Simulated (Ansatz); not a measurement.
**HBrF (doublet): from Hartree-Fock to the top rungs at distance Br1–H2 along a hydrogen transfer = 2.014 Å, cc-pVDZ**

Aim: climb from Hartree-Fock through coupled cluster and multireference methods for HBrF (doublet) at one geometry and basis, and see what each rung misses.

The runs use Ansatz 0.2.0, Gaussian basis; cc-pVDZ, core rule «outside noble gas», up to 15 orbitals frozen.

To be run: UHF; CCSD(T) on ROHF; CCSD(T) on UHF; BCCD(T) on ROHF; CISD; CCSDT(Q) on ROHF; CCSDT(Q) on UHF; CASSCF and MRCISD+Q, 3 electrons in 3 orbitals; CASSCF and NEVPT2, 3 electrons in 3 orbitals; CASSCF and MRCISD+Q, 15 electrons in 9 orbitals; CASSCF and NEVPT2, 15 electrons in 9 orbitals.

11 further runs of the same task are left out: 10 that didn't finish, 1 set aside as unsound or not needed.

**1. The system**

The geometry derives from fragments relaxed apart (PBE0/def2-TZVP) and kept rigid, so it is no stationary point. A hydrogen atom is moved between rigid fragments. No spin-orbit coupling is included. The filled d shell of Br may be among the frozen orbitals whatever the setting's name suggests; the logs give the count.

3 atoms, charge 0, spin multiplicity 2.

Atoms are counted from 1 here; the program's logs count them from 0.

Bond lengths: H2–F3 0.999 Å.

**2. UHF**

The input, in.yaml:

```yaml
crystal:
  periodic: [false, false, false]
  atoms:
    - {symbol: Br, position_ang: [0.000000, 0.000000, -1.675667]}
    - {symbol: H, position_ang: [0.000000, 0.000000, 0.338333]}
    - {symbol: F, position_ang: [0.000000, 0.000000, 1.337333]}
basis:
  gaussian: {orbitals: cc-pVDZ}
magnetization: {spin_polarized: true, initial_magnetization: 1}
hamiltonian: {xc: hf}
output: {orbitals: {seedname: orbitals}}
```

Launch:

```console
$ ansatz run in.yaml --threads 1 --pin off --events-out ev --progress --plain --max-ram 2393MiB
```

Further steps of the session: CCSD(T) on ROHF; CCSD(T) on UHF; BCCD(T) on ROHF; CISD; CCSDT(Q) on ROHF; CCSDT(Q) on UHF; CASSCF and MRCISD+Q, 3 electrons in 3 orbitals; CASSCF and NEVPT2, 3 electrons in 3 orbitals; CASSCF and MRCISD+Q, 15 electrons in 9 orbitals; CASSCF and NEVPT2, 15 electrons in 9 orbitals.

**Question.** What will the summary of the whole plan be? Wanted: UCCSDT(Q) below the RHF energy; RMP2 from UCCSDT(Q); UMP2 from UCCSDT(Q); RCCSD from UCCSDT(Q); RCCSD(T) from UCCSDT(Q); UCCSD(T) from UCCSDT(Q); RCCSDT(Q) from UCCSDT(Q); MRCISD+Q pair from UCCSDT(Q); NEVPT2 valence from UCCSDT(Q).

As calculated:

| quantity | value |
| --- | --- |
| UCCSDT(Q) below the RHF energy | -8.9028 eV |
| RMP2 from UCCSDT(Q) | +14.01 kcal/mol |
| UMP2 from UCCSDT(Q) | +14.33 kcal/mol |
| RCCSD from UCCSDT(Q) | +2.84 kcal/mol |
| RCCSD(T) from UCCSDT(Q) | +0.62 kcal/mol |
| UCCSD(T) from UCCSDT(Q) | +0.56 kcal/mol |
| RCCSDT(Q) from UCCSDT(Q) | +0.05 kcal/mol |
| MRCISD+Q pair from UCCSDT(Q) | +1.35 kcal/mol |
| NEVPT2 valence from UCCSDT(Q) | +30.70 kcal/mol |
| MRCISD+Q valence from UCCSDT(Q) | +1.46 kcal/mol |
| levels within 1 kcal/mol (43 meV) | RCCSD(T), UCCSD(T), BCCD(T), RCCSDT, UCCSDT, RCCSDT(Q) |
| T1 diagnostic | 0.010 |
| effectively unpaired electrons | 1.00 |

**Reading.** RCCSD(T) misses by +0.62 kcal/mol, 0.3 % of the correlation energy. One determinant dominates. Of the multireference levels listed MRCISD+Q pair comes nearest in total energy (+1.35 kcal/mol), which doesn't show that its space is the better one. These misses are within one basis, not against nature; the frozen cores of restricted and unrestricted runs differ, which can shift their rows.
